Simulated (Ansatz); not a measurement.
# P: the cost of one run

Program: Ansatz 0.2.0. Level of theory: DFT r2SCAN, scalar-relativistic, plane waves, PAW. These are calculated values, not measurements.

5 further runs of the same task are left out: 1 that didn't finish, 4 set aside as unsound or not needed.

## (1) Starting point

Symmetry: Cmce, No. 64, orthorhombic system. Conventional cell: a = 3.299 Å, b = 11.020 Å, c = 4.558 Å, α = 90.00°, β = 90.00°, γ = 90.00°. P (site symmetry m) is surrounded by 3 P at 2.21 to 2.25 Å.

As a file:

```cif
data_structure
_symmetry_space_group_name_H-M 'Cmce'
_symmetry_Int_Tables_number 64
_cell_length_a 3.2994
_cell_length_b 11.0200
_cell_length_c 4.5580
_cell_angle_alpha 90.000
_cell_angle_beta 90.000
_cell_angle_gamma 90.000
_cell_volume 165.73
loop_
_atom_site_label
_atom_site_type_symbol
_atom_site_symmetry_multiplicity
_atom_site_Wyckoff_symbol
_atom_site_fract_x
_atom_site_fract_y
_atom_site_fract_z
_atom_site_occupancy
P1 P 8 f 0.50000 0.59539 0.08853 1
```

It is the result of an earlier relaxation at this level (volume 20.72 Å³/atom; gap on the mesh: 0.25 eV).

## (2) Static run: bands, density of states and charges

input.yaml reads:

```yaml
crystal:
  lattice:
    - [1.6496884239, -5.5100195706, 0.0]
    - [1.6496884239, 5.5100195706, 0.0]
    - [0.0, 0.0, 4.5580246576]
  atoms:
    - { symbol: P, position: [0.9046105537, 0.0953894463, 0.0885270092] }
    - { symbol: P, position: [0.5953894463, 0.4046105537, 0.5885270092] }
    - { symbol: P, position: [0.0953894463, 0.9046105537, 0.9114729908] }
    - { symbol: P, position: [0.4046105537, 0.5953894463, 0.4114729908] }
basis:
  ecutwfc: 500
kpoints:
  mp_grid: { grid: [12, 12, 8] }
  band_path:
    path:
      - [[0.0, 0.0, 0.0], [-0.5, 0.5, 0.0], [-0.27240978, 0.72759022, 0.0]]
      - [[0.27240978, 0.27240978, 0.0], [0.0, 0.0, 0.0], [0.0, 0.0, 0.5], [0.27240978, 0.27240978, 0.5]]
      - [[-0.27240978, 0.72759022, 0.5], [-0.5, 0.5, 0.5], [-0.5, 0.5, 0.0]]
      - [[0.0, 0.0, 0.0], [0.0, 0.5, 0.0], [0.0, 0.5, 0.5], [0.0, 0.0, 0.5], [-0.5, 0.5, 0.5]]
    npoints: 14
hamiltonian:
  xc: r2scan
scf:
  occupations: { method: gaussian, width: 0.01 }
  n_extra_bands: 10
output:
  forces: true
  stress: true
  eigenvalues: true
  populations: true
  dos: { projected: true, de: 0.02, nscf_kmesh: { grid: [18, 18, 12] } }
  bader: true
  write_density: true
  write_potential: true
  elf: true
  volumetric_format: npy
```

On the command line:

```
> ansatz run input.yaml --threads 1 --pin off --max-ram 2560MiB --backend cpu --events-out ev --progress --plain --runs-dir out
```

What time and memory should one allow on 1 thread of Arm Neoverse V2, shared host?

About 2.3 min, with a peak of 1.1 GiB.
